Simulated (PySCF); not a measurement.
# TaOBr: triplet, from a bent start

The task is one start of a wider search on TaOBr: the triplet, from a bent start. It is relaxed, tested by its Hessian and followed downhill if it is a saddle.

Program: PySCF 2.14.0. Level of theory: PBE0, basis Ta def2-TZVP with ECP60, O def2-TZVP, Br def2-TZVP, scalar-relativistic core potentials, no spin–orbit coupling, density fitting. These are calculated values, not measurements.

## Step 1: Starting geometry

3 atoms, charge 0, spin multiplicity 3.

Bond lengths: Ta1–O2 1.830 Å, Ta1–Br3 2.600 Å. Angles: O2–Ta1–Br3 110.0°.

Coordinates in bohr (charge 0 multiplicity 3):
```
Ta    0.0000    0.0000    0.0000
O    -2.8327    0.0000    1.9835
Br    4.0247    0.0000    2.8181
```

## Step 2: Finding the electronic state

The steps below are one call of a driver around PySCF. For each, scf.py gives the equivalent set-up of the SCF; relaxations use the driver's own optimiser. After this first run the driver tries any further starts and a stability analysis.

scf.py reads:

```python
from pyscf import gto, scf, dft
mol = gto.M(atom='''
Ta     0.000000     0.000000     0.000000
O     -1.499000     0.000000     1.049600
Br     2.129800     0.000000     1.491300''',
    basis={'Ta': 'def2-TZVP', 'O': 'def2-TZVP', 'Br': 'def2-TZVP'},
    ecp={'Ta': 'def2-TZVP'},
    charge=0, spin=2)
mf = dft.UKS(mol, xc='PBE0')
mf.grids.atom_grid = (50, 194)
aux = {'Ta': 'def2-universal-JKFIT', 'O': 'def2-universal-JKFIT', 'Br': 'def2-universal-JKFIT'}
mf = mf.density_fit(auxbasis=aux)
mf.conv_tol = 1e-08
mf.diis_space = 10
mf.max_cycle = 60
mf.init_guess = 'minao'
mf.verbose = 4
mf.kernel()
```

Launch:

```
> OMP_NUM_THREADS=4 python axn.py task.json out
```

The log of the run:

```text
init E= -2686.03166322679
[... the frontier-level lines of each cycle are left out ...]
cycle= 1 E= -2705.80009614295  delta_E= -19.8  |g|= 0.754  |ddm|=  4.2
cycle= 2 E= -2702.59140271281  delta_E= 3.21  |g|= 2.53  |ddm|= 1.95
cycle= 3 E= -2705.89694793318  delta_E= -3.31  |g|= 0.549  |ddm|= 1.58
cycle= 4 E= -2706.03104347826  delta_E= -0.134  |g|= 0.293  |ddm|= 0.724
cycle= 5 E= -2706.06643630255  delta_E= -0.0354  |g|= 0.0788  |ddm|= 0.198
cycle= 6 E= -2706.06909907342  delta_E= -0.00266  |g|= 0.0342  |ddm|= 0.052
cycle= 7 E= -2706.06970428939  delta_E= -0.000605  |g|= 0.00627  |ddm|= 0.0329
cycle= 8 E= -2706.06977383561  delta_E= -6.95e-05  |g|= 0.0039  |ddm|= 0.0186
cycle= 9 E= -2706.06981062427  delta_E= -3.68e-05  |g|= 0.0015  |ddm|= 0.0143
cycle= 10 E= -2706.06982231732  delta_E= -1.17e-05  |g|= 0.000801  |ddm|= 0.0115
cycle= 11 E= -2706.06982338406  delta_E= -1.07e-06  |g|= 0.000355  |ddm|= 0.00312
cycle= 12 E= -2706.06982351719  delta_E= -1.33e-07  |g|= 0.000134  |ddm|= 0.000504
cycle= 13 E= -2706.06982357259  delta_E= -5.54e-08  |g|= 6.54e-05  |ddm|= 0.000472
cycle= 14 E= -2706.06982358841  delta_E= -1.58e-08  |g|= 2.28e-05  |ddm|= 0.000299
cycle= 15 E= -2706.0698235914  delta_E= -2.99e-09  |g|= 6.57e-06  |ddm|= 0.000167
Extra cycle  E= -2706.06982359156  delta_E= -1.63e-10  |g|= 4.5e-06  |ddm|= 2.58e-05
converged SCF energy = -2706.06982359156  <S^2> = 2.0250529  2S+1 = 3.0166557
```

This step, with its further starts and checks, ran for 32 s (4 threads of Arm Neoverse N1, shared host).

The starts that the driver tried:

```tsv
start	energy (Eh)
the minimal-basis guess	-2706.069824
a thermally smeared density	-2706.069824
a smeared PBE density	-2706.069824
```

The test of internal stability and the other starts found no lower solution of this spin.

## Step 3: Relaxation: bent start, triplet

The program finds Cs symmetry in the start, which this walk keeps.

Edit scf.py of step 2 so:

```diff
@@ -3,3 +3,3 @@
-Ta     0.000000     0.000000     0.000000
-O     -1.499000     0.000000     1.049600
-Br     2.129800     0.000000     1.491300''',
+Ta    -0.522378     0.000000    -0.487488
+O     -2.021378     0.000000     0.562112
+Br     1.607422     0.000000     1.003812''',
@@ -16 +15,0 @@
-mf.init_guess = 'minao'
```

The optimiser's trace:

```tsv
step	energy (Eh)	change (kJ/mol)	largest symmetric gradient (Eh/bohr)
0	-2706.069824	0.00	0.08778
1	-2706.089125	-50.68	0.02767
2	-2706.090178	-53.44	0.00491
3	-2706.090268	-53.68	0.00089
4	-2706.090271	-53.69	0.00004
```

The walk took 24 s.

Positions (Å) and forces (eV/Å) along the way:

```
step 0
Ta  -0.522   0.000  -0.487  -3.218   0.000   4.514
O   -2.021   0.000   0.562   4.429   0.000  -3.433
Br   1.607   0.000   1.004  -1.211   0.000  -1.081
step 1
Ta  -0.546   0.000  -0.397   1.422   0.000  -0.117
O   -1.963   0.000   0.507  -0.883   0.000   0.507
Br   1.572   0.000   0.969  -0.539   0.000  -0.390
step 2
Ta  -0.524   0.000  -0.384   0.041   0.000   0.253
O   -1.975   0.000   0.506   0.148   0.000  -0.111
Br   1.563   0.000   0.957  -0.189   0.000  -0.141
step 3
Ta  -0.517   0.000  -0.376  -0.025   0.000  -0.045
O   -1.972   0.000   0.504  -0.017   0.000   0.019
Br   1.553   0.000   0.951   0.041   0.000   0.026
step 4
Ta  -0.519   0.000  -0.377   0.001   0.000   0.001
O   -1.973   0.000   0.504   0.000   0.000   0.003
Br   1.555   0.000   0.952  -0.001   0.000  -0.004
```

It settles in Cs symmetry, 53.7 kJ/mol below the start, after 4 steps: Ta–Br 2.463 Å, Ta–O 1.700 Å; Br–Ta–O 116.1°.

## Step 4: Hessian and properties

On the finer grid the gradient is checked again; gradients at displacements of ±0.02 bohr then give force constants and infrared intensities.

Edit scf.py of step 3 so:

```diff
@@ -3,3 +3,3 @@
-Ta    -0.522378     0.000000    -0.487488
-O     -2.021378     0.000000     0.562112
-Br     1.607422     0.000000     1.003812''',
+Ta    -0.508947     0.000000    -0.433457
+O     -1.960698     0.000000     0.451510
+Br     1.562650     0.000000     0.898531''',
@@ -10 +10 @@
-mf.grids.atom_grid = (50, 194)
+mf.grids.atom_grid = (75, 302)
@@ -13 +13 @@
-mf.conv_tol = 1e-08
+mf.conv_tol = 1e-10
```

The driver hands on the density of the step before, so the log starts near convergence.

Log of the central SCF (cycles and frontier levels):

```text
init E= -2706.09038661146
[... the frontier-level lines of each cycle are left out ...]
cycle= 1 E= -2706.09038661145  delta_E= 1.27e-11  |g|= 7.55e-06  |ddm|= 9.01e-06
Extra cycle  E= -2706.09038661128  delta_E= 1.63e-10  |g|= 2.14e-05  |ddm|= 1.83e-05
converged SCF energy = -2706.09038661128  <S^2> = 2.0122917  2S+1 = 3.0081833
```

The whole step took 1.8 min.

Geometry: Cs; Ta–Br 2.463 Å, Ta–O 1.700 Å; Br–Ta–O 115.9°.

Harmonic modes (main isotopes):

```json
{"symmetry": "a'", "ω (cm⁻¹)": "142", "IR (km/mol)": "9.0", "μ (u)": "19.52", "type": "bend"}
{"symmetry": "a'", "ω (cm⁻¹)": "260", "IR (km/mol)": "30.3", "μ (u)": "88.50", "type": "stretch"}
{"symmetry": "a'", "ω (cm⁻¹)": "1021", "IR (km/mol)": "153", "μ (u)": "17.27", "type": "stretch"}
```

No imaginary mode, so this is a minimum.

Constants and moments:

* Dipole moment: 3.48 D
* Highest occupied level: -6.10 eV
* Lowest empty level: -3.10 eV
* Rotational constants: 0.5313, 0.04552, 0.04193 cm⁻¹
* Zero-point energy: 8.5 kJ/mol
* Principal polarisabilities: 65.1, 72.6, 88.9 bohr³
* Atomisation energy without zero-point energy: 1148 kJ/mol
* Principal traceless quadrupole moments about the centre of mass: -8.92, 2.25, 6.67 D Å
* Entropy at 298.15 K and 1 bar (electronic part: spin only): 319.4 J/(mol K)
* Heat capacity Cp at 298.15 K: 50.0 J/(mol K)
* Enthalpy at 298.15 K above 0 K: 12.97 kJ/mol
* Rotational symmetry number: 1
* Spin squared ⟨S²⟩: 2.012

Charges (e) and bond orders:

| atom | Mulliken | Löwdin | polar tensor | spin (Mulliken) | Mayer order to Ta1 |
| --- | --- | --- | --- | --- | --- |
| Ta1 | 0.83 | 0.26 | 1.29 | 2.15 | – |
| O2 | -0.47 | -0.27 | -0.79 | -0.13 | 2.25 |
| Br3 | -0.36 | 0.01 | -0.50 | -0.01 | 1.08 |

Mulliken populations on Ta1 (outside its core potential): s 2.78, p 6.27, d 3.04, f 0.07.

## Step 5: Summary of results

```
                                          quantity                                        value
                                           minimum                                  triplet, Cs
                                          geometry  Ta–Br 2.463 Å, Ta–O 1.700 Å; Br–Ta–O 115.9°
                                wavenumbers (cm⁻¹)                142 (a'), 260 (a'), 1021 (a')
                                     dipole moment                                       3.48 D
highest occupied, lowest empty level (either spin)                              -6.10, -3.10 eV
                        polar-tensor charge of Ta1                                      +1.29 e
                                 zero-point energy                                   8.5 kJ/mol
                               entropy at 298.15 K                              319.4 J/(mol K)
         atomisation energy (no zero-point energy)                                  1148 kJ/mol
                                              ⟨S²⟩                                        2.012
```

The bent start keeps its Cs symmetry and ends in a minimum. In the infrared the band at 1021 cm⁻¹ (a', stretch) leads. Most of the spin sits on Ta1 (Mulliken spin 2.15, against 2 for the whole molecule). Other starts or spin states, not run here, may lie lower. One determinant may miss the lowest occupation of an open d or f shell. Spin–orbit coupling, left out here, can matter for elements this heavy.

The search up to here took 2.7 min.
